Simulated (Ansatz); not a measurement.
**BH4OSSi radical: how energies converge with the basis set**

The task here is to estimate one member of a computed series from the others.

Method: one geometry, several basis sets; program: Ansatz 0.2.0, Gaussian basis.

Levels to be run: PBE0-D4/def2-SVP; ωB97M-V/def2-SVP; PBE0-D4/def2-QZVPP; ωB97M-V/def2-QZVPP; the functionals' def2-TZVPP values are taken from earlier runs.

### The relaxed structure

All runs share one geometry, relaxed beforehand with PBE0-D4 in a triple-zeta def2 set.

SMILES `[SiH3]O[B]S`, 8 atoms, charge 0, spin multiplicity 2.

Atoms are counted from 1 here; the program's logs count them from 0.

Bond lengths: Si1–O2 1.664 Å, Si1–H5 1.479 Å, Si1–H6 1.482 Å, Si1–H7 1.482 Å, O2–B3 1.334 Å, B3–S4 1.796 Å, S4–H8 1.341 Å. Angles: O2–Si1–H5 106.1°, O2–Si1–H6 109.6°, O2–Si1–H7 109.5°, H5–Si1–H6 110.6°, H5–Si1–H7 110.6°, H6–Si1–H7 110.2°, Si1–O2–B3 130.9°, O2–B3–S4 123.3°, B3–S4–H8 95.3°.

Set-up of the first run:

The input, in.yaml:

```yaml
crystal:
  periodic: [false, false, false]
  atoms:
    - {symbol: Si, position_ang: [-0.896738, 1.222310, 0.197275]}
    - {symbol: O, position_ang: [0.326668, 0.229484, -0.338290]}
    - {symbol: B, position_ang: [0.609863, -1.041714, -0.050558]}
    - {symbol: S, position_ang: [2.000371, -1.927780, -0.762738]}
    - {symbol: H, position_ang: [-0.669340, 2.536829, -0.442230]}
    - {symbol: H, position_ang: [-0.830505, 1.341040, 1.673296]}
    - {symbol: H, position_ang: [-2.205833, 0.661686, -0.213929]}
    - {symbol: H, position_ang: [1.757615, -3.078956, -0.118625]}
basis:
  gaussian: {orbitals: def2-SVP}
magnetization: {spin_polarized: true, initial_magnetization: 1}
hamiltonian: {xc: pbe0, dispersion: d4}
output: {orbitals: {seedname: orbitals}}
```

Among the steps run: PBE0-D4 in def2-SVP; ωB97M-V in def2-SVP; PBE0-D4 in def2-QZVPP; ωB97M-V in def2-QZVPP.

One table of the session follows, with a row left open; its other results are not shown here.

It belongs to the step «Density functionals: the series». 

```
functional       basis  HOMO (eV)  LUMO (eV)
   PBE0-D4    def2-SVP      -5.52      -1.23
   PBE0-D4  def2-TZVPP          ?          ?
   PBE0-D4  def2-QZVPP      -5.65      -1.51
   ωB97M-V    def2-SVP      -7.32       0.40
   ωB97M-V  def2-TZVPP      -7.47      -0.04
   ωB97M-V  def2-QZVPP      -7.50      -0.11
```

**Question.** Estimate the row for PBE0-D4, def2-TZVPP.

As computed: HOMO (eV): -5.63; LUMO (eV): -1.47. In the column «HOMO (eV)» it lies between PBE0-D4, def2-QZVPP (-5.65) and PBE0-D4, def2-SVP (-5.52).
